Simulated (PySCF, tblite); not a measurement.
# C3H9Si2 radical: geometry, infrared bands and EPR parameters

Aim: predict the infrared bands and EPR parameters of C3H9Si2 radical (`[SiH3][C@H]1C[CH][SiH2]1`).

The runs use tblite 0.8.0 and PySCF 2.14.0, with density-fitted response routines of our own; the level of theory stands in each step. All values are computed, except where a source is named. Atoms count from 0, in the outputs and in this text.

## (1) The molecule as given

14 atoms, charge 0, multiplicity 2; geometry from: force field or distance geometry start.

Bonds of the start (Å): Si0–C1 1.87, C1–C2 1.52, C2–C3 1.51, C3–Si4 1.83, Si4–C1 1.85, Si0–H5 1.47, Si0–H6 1.47, Si0–H7 1.47, C1–H8 1.09, C2–H9 1.12, C2–H10 1.11, C3–H11 1.10, Si4–H12 1.46, Si4–H13 1.45.

## (2) Geometry optimisation with GFN2-xTB

Job settings and geometry (Å):

```
{"job": {"kind": "relax", "xc": "GFN2-xTB", "basis": "xTB"}, "charge": 0, "multiplicity": 2}
Si     1.830900     0.406400     0.034600
C      0.116200     0.096600    -0.637000
C     -0.372000    -1.250300    -0.115300
C     -1.491900    -0.698500     0.734900
Si    -1.213600     1.040700     0.240600
H      2.784700    -0.436200    -0.692900
H      1.871800     0.133000     1.483000
H      2.173700     1.825100    -0.146400
H      0.015600     0.178900    -1.714900
H     -0.744400    -1.872900    -0.969700
H      0.383500    -1.794400     0.484300
H     -2.494600    -1.134700     0.588500
H     -0.681400     1.843800     1.337600
H     -2.179200     1.662100    -0.649400
```

Run with:

```
$ OMP_NUM_THREADS=1 python probes_run.py task.json out
```

This one command runs all jobs of the session in turn.

**Question.** This job is followed by: GFN2-xTB harmonic vibrations, gas phase; UKS B3LYP, pcH-1 on C H Si, non-relativistic, mean-field spin-orbit, GIAO. Predict these results of the whole session: strongest single infrared mode (GFN2-xTB); zero-point energy (GFN2-xTB); g(iso) (B3LYP); ⟨S²⟩; largest a(iso) (averaged by class); surface potential, 1st and 99th percentile.

The runs gave:

| quantity | value |
| --- | --- |
| strongest single infrared mode (GFN2-xTB) | 2189 cm⁻¹, 389 km/mol |
| zero-point energy (GFN2-xTB) | 60.7 kcal/mol |
| g(iso) (B3LYP) | 2.00264 |
| ⟨S²⟩ | 0.754 (exact 0.75) |
| largest a(iso) (averaged by class) | 1H on H9, 124.9 MHz |
| surface potential, 1st and 99th percentile | -0.18 V and 1.13 V |

What this shows: Over 85 steps the energy fell by 0.407 eV; of the close pairs, C1–Si4 changed most, 1.852 to 1.931 Å. All 36 modes are real, so the xTB geometry is a minimum. The strongest single mode, at 2189 cm⁻¹, moves mainly H13 and H12. Unscaled tight-binding wavenumbers are off by several per cent, some by more. Its intensities can rank the bands wrongly. C3 carries the largest spin population, 0.99 e. The isotropic g lies 0.3 ppt above the free-electron value.
